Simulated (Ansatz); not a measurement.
Write a Python script for the Python package of Ansatz (0.2.0) that makes a series of slab calculations of Al2O, space group Fm-3m. Level of theory (first run): PBE, PAW, cutoff 530 eV, 5×5×1 k-points, Methfessel-Paxton smearing of 0.2 eV.

```yaml
crystal:
  lattice:
    - [0.00000, 2.84571, 2.84571]
    - [2.84571, 0.00000, 2.84571]
    - [2.84571, 2.84571, 0.00000]
  atoms:
    - { symbol: Al, position: [0.25000, 0.25000, 0.25000] }
    - { symbol: Al, position: [0.75000, 0.75000, 0.75000] }
    - { symbol: O, position: [0.00000, 0.00000, 0.00000] }
```

`al2o.py`:
```python
"""Surface of Al2O against the width of the vacuum."""

import ansatz as az
from ase import Atoms
from ase.build import surface
import numpy as np
import pandas as pd

params = {
    "functional": "pbe",
    "ecut": 530,
    "sigma": 0.2,
    "mesh": (5, 5, 1),
}


def main() -> None:
    atoms = Atoms(
        ["Al", "Al", "O"],
        scaled_positions=[
            (0.25, 0.25, 0.25),
            (0.75, 0.75, 0.75),
            (0.0, 0.0, 0.0),
        ],
        cell=[
            (0.0, 2.84571, 2.84571),
            (2.84571, 0.0, 2.84571),
            (2.84571, 2.84571, 0.0),
        ],
        pbc=True,
    )
    # Miller indices count the vectors of the cell as typed
    rows = []
    for value in [3.0, 4.0, 5.0, 6.5, 8.0]:
        slab = surface(atoms, (0, 0, 1), 2, vacuum=value)
        slab.pbc = True
        calculation = az.Crystal.from_ase(slab).calculation()
        calculation = calculation.functional(params["functional"]).basis(params["ecut"])
        calculation = calculation.accuracy("medium")
        calculation = calculation.occupations(az.OccupationsMethod.METHFESSEL_PAXTON, width=params["sigma"])
        calculation = calculation.kpoints(*params["mesh"]).electric_field(axis=3, dipole_correction=True)
        r = calculation.run(threads=1, backend="cpu").report
        face = r["work_function"]
        rows.append((value, len(slab), r["free_energy_ev"], face["dipole_moment_e_ang"], face.get("phi_plus_ev"), face.get("phi_minus_ev")))

    print(pd.DataFrame(rows, columns=["vacuum each side (A)", "atoms", "F (eV)", "dipole (e A)", "phi upper (eV)", "phi lower (eV)"]).round(4).to_string(index=False))


if __name__ == "__main__":
    main()
```

```console
$ python al2o.py
RunWarning: efield: at this solve's end the planar-averaged density reaches 2.35e-2 e/Å³ inside the ramp window [0.8649, 0.1351] (bound 1e-5 e/Å³); the window's nearer edge stands 1.41 Å from this solve's nearest atom along the axis. Its work functions, free energy, forces, stress, dipole, levels and responses can be off, and this figure does not tell by how much. The cell may have no vacuum along `efield.axis`. A short vacuum, a low `basis.ecutwfc` or `basis.ecutrho_ratio` and negative [...]
 vacuum each side (A)  atoms     F (eV)  dipole (e A)  phi upper (eV)  phi lower (eV)
                  3.0      6 -3279.3458        0.1682          3.3739          5.8094
                  4.0      6 -3279.3508        0.1530          3.8070          5.8111
                  5.0      6 -3279.3512        0.1507          3.8587          5.8062
                  6.5      6 -3279.3513        0.1504          3.8650          5.8053
                  8.0      6 -3279.3513        0.1504          3.8651          5.8054
```
(Warnings from the package without file and line, shortened, repeats left out.)

The settings weren't tested for convergence. The density doesn't vanish in the vacuum (a short gap or a low cutoff), which blurs the vacuum level. The mesh is modest for a metal, so energies can be off by several to tens of meV an atom and pressures by half a GPa or more; differences at equal mesh fare better. This cell is a computed structure, which may not be the phase found in nature. The slabs are thin, unrelaxed cuts of the structure as given, on a modest mesh, so the surface energy isn't converged; Miller indices refer to the cell as typed, and unlike faces give only a mean. Processor time in the engine: 13 s on 1 thread of Intel(R) Xeon(R) Processor @ 2.30GHz, with other jobs on the host, peak memory 0.76 GiB.
